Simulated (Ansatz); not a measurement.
**CH₃ClOSW: basis-set convergence**

How large a basis does CH₃ClOSW need? Two functionals are run in growing sets.

Method: one geometry, several basis sets; program: Ansatz 0.2.0, Gaussian basis.

Plan: PBE0-D4/def2-SVP; ωB97M-V/def2-SVP; PBE0-D4/def2-QZVPP; ωB97M-V/def2-QZVPP; the functionals' def2-TZVPP values are taken from earlier runs.

## 1. The geometry

The geometry comes from an earlier relaxation with PBE0-D4 in a triple-zeta def2 set; it is a stationary point, not always the lowest conformer. W takes the def2 core potential; no spin-orbit term is included.

SMILES `[CH3][W](=[O])(=[S])[Cl]`, 8 atoms, charge 0, spin multiplicity 1.

Atoms are counted from 1 here; the program's logs count them from 0.

Bond lengths: C1–W2 2.093 Å, C1–H6 1.096 Å, C1–H7 1.091 Å, C1–H8 1.094 Å, W2–O3 1.691 Å, W2–S4 2.124 Å, W2–Cl5 2.259 Å. Angles: W2–C1–H6 107.7°, W2–C1–H7 112.2°, W2–C1–H8 109.3°, H6–C1–H7 108.7°, H6–C1–H8 110.0°, H7–C1–H8 108.9°, C1–W2–O3 103.9°, C1–W2–S4 104.8°, C1–W2–Cl5 110.9°, O3–W2–S4 109.3°, O3–W2–Cl5 113.2°, S4–W2–Cl5 114.0°.

## 2. PBE0-D4 in def2-SVP

Contents of in.yaml:

```yaml
crystal:
  periodic: [false, false, false]
  atoms:
    - {symbol: C, position_ang: [-0.908013, -0.162022, 0.649395]}
    - {symbol: W, position_ang: [0.819637, 0.101130, -0.502908]}
    - {symbol: O, position_ang: [2.000046, -0.775704, 0.331120]}
    - {symbol: S, position_ang: [0.394526, -0.866673, -2.344670]}
    - {symbol: Cl, position_ang: [1.321758, 2.293139, -0.712302]}
    - {symbol: H, position_ang: [-0.726018, 0.291464, 1.630599]}
    - {symbol: H, position_ang: [-1.152195, -1.216405, 0.790094]}
    - {symbol: H, position_ang: [-1.749742, 0.335071, 0.158672]}
basis:
  gaussian: {orbitals: def2-SVP}
hamiltonian: {xc: pbe0, dispersion: d4}
output: {orbitals: {seedname: orbitals}}
```

Launch:

```console
ansatz run in.yaml --threads 4 --pin off --events-out ev --progress --plain --max-ram 10444MiB
```

After this run come: ωB97M-V in def2-SVP; PBE0-D4 in def2-QZVPP; ωB97M-V in def2-QZVPP.

**Question.** What will the summary of the whole plan be? Wanted: PBE0-D4: double and triple zeta above quadruple; ωB97M-V: double and triple zeta above quadruple.

**Answer**, as computed:

| quantity | value |
| --- | --- |
| PBE0-D4: double and triple zeta above quadruple | 13.28, 0.89 eV |
| ωB97M-V: double and triple zeta above quadruple | 13.32, 0.85 eV |

In words: For PBE0-D4 the step from double to triple zeta gains 12.38 eV and the next only 0.89 eV. These are total energies; as a rule much of such shifts cancels in differences, which this series doesn't test.
